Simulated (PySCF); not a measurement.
**GeH4 (germane) at 6 levels**

Aim: a comparison of 6 runs (M06-2X/STO-6G, PBE/STO-6G, UPBE0/STO-6G, r2SCAN/STO-6G, CCSDTQ/STO-6G, UCCSD(T)/STO-6G) of GeH4 (germane). Input form: a Python script.

Program for the calculation: PySCF 2.14.0.

1 further run of the same task is left out (set aside as unsound or not needed).

## (1) Starting point

GeH4 has 5 atoms, charge 0, and is taken as a singlet. As SMILES, `[GeH4]`. The Ge1–H5 distance was set to 2.301 Å, away from the relaxed value. At this shape a bond of the SMILES string is far longer than usual.

Bond lengths: Ge1–H2 1.534 Å, Ge1–H3 1.534 Å, Ge1–H4 1.534 Å. Angles: H2–Ge1–H3 109.5°, H2–Ge1–H4 109.5°, H3–Ge1–H4 109.5°. A long bond or contact: Ge1–H5 2.301 Å.

## (2) A single-point energy at M06-2X/STO-6G (run 1)

Input file input.xyz:

```xyz
5
GeH4
Ge    -0.209741    -0.727519     0.122045
H      0.938259    -1.483919     0.802645
H     -1.448641    -0.757619     1.026245
H     -0.539041    -1.396719    -1.218555
H      0.419800     1.455400    -0.244100
```

Input file input.py:

```python
from pyscf import gto, dft

molecule = gto.M(
    atom='input.xyz',
    basis='sto-6g',
    charge=0,
    max_memory=1860,
    verbose=3,
    spin=0,
)

ks = dft.RKS(molecule, xc='m06-2x')
ks.grids.level = 5
ks.conv_tol = 1e-10
ks.kernel()
if not ks.converged:
    ks = ks.newton().run(ks.mo_coeff, ks.mo_occ)

e_final = ks.e_tot
print('Final energy', e_final)
```

On the command line:

```console
$ OMP_NUM_THREADS=1 python input.py
```

The log of the run:

```text
converged SCF energy = -2067.82621864286
Final energy -2067.826218642861
```

Run time: 3.9 s. Hardware: 1 thread of Arm Neoverse V2, shared host; peak memory 0.21 GiB.

## (3) A single-point energy at PBE/STO-6G (run 2)

Input file calc.py:

```python
from pyscf import gto, dft

mol = gto.Mole()
mol.atom = '''
Ge      -0.209741      -0.727519       0.122045
H        0.938259      -1.483919       0.802645
H       -1.448641      -0.757619       1.026245
H       -0.539041      -1.396719      -1.218555
H        0.419800       1.455400      -0.244100
'''
mol.spin = 0
mol.basis = 'sto-6g'
mol.verbose = 3
mol.max_memory = 1860
mol.build()

calc0 = dft.RKS(mol)
calc0.xc = 'pbe'
calc0.grids.level = 5
calc0.conv_tol = 1e-10
calc0.kernel()
if not calc0.converged:
    calc0 = calc0.newton().run(calc0.mo_coeff, calc0.mo_occ)

energy = calc0.e_tot
print('E = %.10f Eh' % energy)
```

On the command line:

```console
$ OMP_NUM_THREADS=1 python calc.py
```

The log of the run:

```text
converged SCF energy = -2067.53969419109
E = -2067.5396941911 Eh
```

It took 3.3 s on 1 thread of Arm Neoverse V2, shared host; peak memory 0.21 GiB.

Runs 3 to 5 aren't shown in full; the table further down has their settings and results.

## (4) A single-point energy at UCCSD(T)/STO-6G (run 6)

Input file run.py:

```python
from pyscf import gto, scf, cc

mol = gto.M(
    atom='''
Ge      -0.209741      -0.727519       0.122045
H        0.938259      -1.483919       0.802645
H       -1.448641      -0.757619       1.026245
H       -0.539041      -1.396719      -1.218555
H        0.419800       1.455400      -0.244100
''',
    basis='sto-6g',
    max_memory=1860,
    spin=0,
    verbose=3,
)

myscf = scf.UHF(mol)
myscf.conv_tol = 1e-10
myscf.kernel()
if not myscf.converged:
    myscf = myscf.newton().run(myscf.mo_coeff, myscf.mo_occ)
for _ in range(3):
    mo, _, stable, _ = myscf.stability(return_status=True)
    if stable:
        break
    myscf.kernel(myscf.make_rdm1(mo, myscf.mo_occ))

mycc = cc.CCSD(myscf, frozen=9)
mycc.kernel()
e_t = mycc.ccsd_t()
e_final = mycc.e_tot + e_t
print('E = %.10f Eh' % e_final)
```

On the command line:

```console
$ OMP_NUM_THREADS=1 python run.py
```

The log of the run:

```text
converged SCF energy = -2066.46817519903  <S^2> = 1.1795009e-12  2S+1 = 1
<class 'pyscf.scf.uhf.UHF'> wavefunction has an internal instability
converged SCF energy = -2066.48554473733  <S^2> = 0.53510185  2S+1 = 1.7721195
<class 'pyscf.scf.uhf.UHF'> wavefunction is stable in the internal stability analysis
E(UCCSD) = -2066.573592487472  E_corr = -0.08804775014028104
UCCSD(T) correction = -0.0011083887742977
E = -2066.5747008762 Eh
```

Run time: 1.1 s. Hardware: 1 thread of Arm Neoverse V2, shared host; peak memory 0.12 GiB.

## (5) The series

```
run            level  follow instability  integration grid   energy (Eh)  dipole moment (D) of the reference  HOMO energy (eV)  LUMO energy (eV)  wall time
  1    M06-2X/STO-6G                   –                 5  -2067.826219                                0.38             -6.66              2.76      3.9 s
  2       PBE/STO-6G                   –                 5  -2067.539694                                0.44             -2.14              0.63      3.3 s
  3     UPBE0/STO-6G                 yes                 5  -2067.689012                                0.45             -5.47              1.77      9.3 s
  4    r2SCAN/STO-6G                   –                 5  -2068.002610                                0.49             -3.00              0.76      4.2 s
  5    CCSDTQ/STO-6G                   –                 –  -2066.575502                                0.59             -7.85              5.94       14 s
  6  UCCSD(T)/STO-6G                 yes                 –  -2066.574701                                0.04             -7.38              6.06      1.1 s
```

## (6) Results

| quantity | value |
| --- | --- |
| run 6: total energy | -2066.57470 Eh |
| run 6: dipole moment (Hartree–Fock density) | 0.04 D |
| run 6: HOMO energy (Hartree–Fock orbitals) | -7.38 eV |
| run 6: LUMO energy (Hartree–Fock orbitals) | 6.06 eV |
| run 6: HOMO–LUMO gap (Hartree–Fock orbitals) | 13.44 eV |
| run 6: correlation energy (9 core orbitals frozen) | -89.2 mEh |
| run 6: (T) correction | -1.11 mEh |
| run 6: ⟨S²⟩ of the reference determinant | 0.535 |
| run 6: T1 diagnostic | 0.064 |

In words: Over runs 1, 2, 3, 4 the dipole moment (its size) runs from 0.38 D (M06-2X/STO-6G) to 0.49 D (r2SCAN/STO-6G). Over runs 1, 2, 3, 4 the HOMO–LUMO gap runs from 2.77 eV (PBE/STO-6G) to 9.42 eV (M06-2X/STO-6G). Totals of different functionals can't be ranked against each other. In runs 1, 2, 3, 4, 5, 6 the basis is minimal, so the values are rough. Spin contamination of the reference: run 6 ⟨S²⟩ = 0.54. All runs together took 36 s, the longest 14 s.
